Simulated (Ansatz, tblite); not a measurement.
# SnH(OMe)3 (C₃H₁₀O₃Sn): rung by rung

How do method and basis change the picture of SnH(OMe)3 (C₃H₁₀O₃Sn) (singlet)?

Computed with Ansatz 0.2.0, Gaussian basis. Level: as each input shows.

Plan: GFN1-xTB, GFN2-xTB, PBE-D4/def2-TZVP, r2SCAN-D4/def2-TZVP, LC-ωPBE/def2-TZVP, r2SCANh-D4/def2-TZVP, HF/def2-TZVP, PBE-D4/def2-SVP, PBE0-D4/def2-SVP, CCSD(T)/def2-SVP, MP2/def2-TZVP, RPA/def2-TZVP.

3 further runs of the same task are left out: 3 set aside as unsound or not needed.

## (1) The geometry

The geometry is that of the singlet, from an earlier relaxation (PBE-D4/def2-SVP).

17 atoms, charge 0, spin multiplicity 1.

Bond lengths: Sn1–H2 1.713 Å, Sn1–O3 2.010 Å, Sn1–O8 2.010 Å, Sn1–O13 2.010 Å, O3–C4 1.418 Å, C4–H5 1.112 Å, C4–H6 1.117 Å, C4–H7 1.115 Å, O8–C9 1.418 Å, C9–H10 1.112 Å, C9–H11 1.117 Å, C9–H12 1.115 Å, O13–C14 1.418 Å, C14–H15 1.112 Å, C14–H16 1.117 Å, C14–H17 1.115 Å. Angles: H2–Sn1–O3 111.4°, H2–Sn1–O8 111.2°, H2–Sn1–O13 111.3°, O3–Sn1–O8 107.6°, O3–Sn1–O13 107.4°, O8–Sn1–O13 107.7°, Sn1–O3–C4 118.9°, O3–C4–H5 108.2°, O3–C4–H6 112.5°, O3–C4–H7 113.3°, H5–C4–H6 107.4°, H5–C4–H7 107.6°, H6–C4–H7 107.6°, Sn1–O8–C9 118.9°, O8–C9–H10 108.2°, O8–C9–H11 112.5°, O8–C9–H12 113.3°, H10–C9–H11 107.4° and more.

Sn takes a core potential in the def2 sets. No spin-orbit coupling is included.

PBE0-D4/def2-TZVP was run before; its log isn't repeated, and its numbers join the tables.

## (2) GFN1-xTB

Tight binding, by tblite at 300 K electronic temperature and without a spin-polarisation term:

```python
tblite.interface.Calculator('GFN1-xTB', numbers, positions, charge=0, uhf=0).singlepoint()
```

Energy -770.0380 eV, HOMO -12.34 eV, LUMO -8.32 eV; 0.026 s.

## (3) GFN2-xTB

Tight binding, by tblite at 300 K electronic temperature and without a spin-polarisation term:

```python
tblite.interface.Calculator('GFN2-xTB', numbers, positions, charge=0, uhf=0).singlepoint()
```

Energy -701.0162 eV, HOMO -11.44 eV, LUMO -7.97 eV; 0.015 s.

## (4) PBE-D4/def2-TZVP

start.molden holds the orbitals of an earlier run on this state, given as this run's starting guess.

The input, in.yaml:

```yaml
crystal:
  periodic: [false, false, false]
  atoms:
    - {symbol: Sn, position_ang: [-0.013971, 0.008997, 1.583772]}
    - {symbol: H, position_ang: [-0.032237, 0.011312, 3.296620]}
    - {symbol: O, position_ang: [1.831954, -0.343120, 0.870519]}
    - {symbol: C, position_ang: [1.972798, -1.077927, -0.334487]}
    - {symbol: H, position_ang: [3.012852, -1.468348, -0.383859]}
    - {symbol: H, position_ang: [1.810662, -0.446359, -1.241310]}
    - {symbol: H, position_ang: [1.281984, -1.950090, -0.402822]}
    - {symbol: O, position_ang: [-0.623116, 1.777117, 0.847911]}
    - {symbol: C, position_ang: [-0.063557, 2.242416, -0.369336]}
    - {symbol: H, position_ang: [-0.238345, 3.338684, -0.435461]}
    - {symbol: H, position_ang: [-0.539504, 1.774453, -1.264923]}
    - {symbol: H, position_ang: [1.035644, 2.071719, -0.443178]}
    - {symbol: O, position_ang: [-1.226886, -1.412950, 0.843630]}
    - {symbol: C, position_ang: [-1.899194, -1.169298, -0.380980]}
    - {symbol: H, position_ang: [-2.740983, -1.891163, -0.463947]}
    - {symbol: H, position_ang: [-1.240408, -1.322880, -1.269895]}
    - {symbol: H, position_ang: [-2.327714, -0.142584, -0.452253]}
basis:
  gaussian: {orbitals: def2-TZVP, initial_orbitals: start.molden}
hamiltonian: {xc: pbe, dispersion: d4}
scf: {omitted_lower_state_checks: [starts]}
output: {orbitals: {seedname: orbitals}}
```

Command:

```console
ansatz run in.yaml --threads 4 --pin off --events-out ev --progress --plain --max-ram 4787MiB
```

After this run come: r2SCAN-D4/def2-TZVP; LC-ωPBE/def2-TZVP; r2SCANh-D4/def2-TZVP; HF/def2-TZVP; PBE-D4/def2-SVP; PBE0-D4/def2-SVP; CCSD(T)/def2-SVP; MP2/def2-TZVP; RPA/def2-TZVP.

**Question.** What will the summary of the whole plan be? Wanted: gap in def2-TZVP, named functionals and Hartree-Fock, smallest and largest; correlation energy, CCSD(T)/def2-SVP; correlation energy, MP2/def2-TZVP; binding an atom, CCSD(T)/def2-SVP; PBE0 total energy, smallest basis above largest.

The runs gave:

```
                                                                  quantity                            value
gap in def2-TZVP, named functionals and Hartree-Fock, smallest and largest  4.02 eV (PBE-D4), 14.34 eV (HF)
                                      correlation energy, CCSD(T)/def2-SVP                        -32.77 eV
                                         correlation energy, MP2/def2-TZVP                        -42.08 eV
                                         binding an atom, CCSD(T)/def2-SVP                         3.541 eV
                           PBE0 total energy, smallest basis above largest   11.44 eV (def2-SVP, def2-TZVP)
```

What this shows: Over the named functionals and Hartree-Fock in def2-TZVP the gap runs from 4.02 eV (PBE-D4) to 14.34 eV (HF); exact exchange widens it. The functionals in def2-TZVP miss CCSD(T)/def2-SVP by +0.173 (r2SCANh-D4) to +0.286 eV (PBE-D4) an atom. The yardstick is in a double-zeta basis, so levels in larger sets aren't compared like for like. The reference is CCSD(T) in one finite basis, so it carries an error of its own, often a tenth of an eV or more, and near misses can't be ranked.
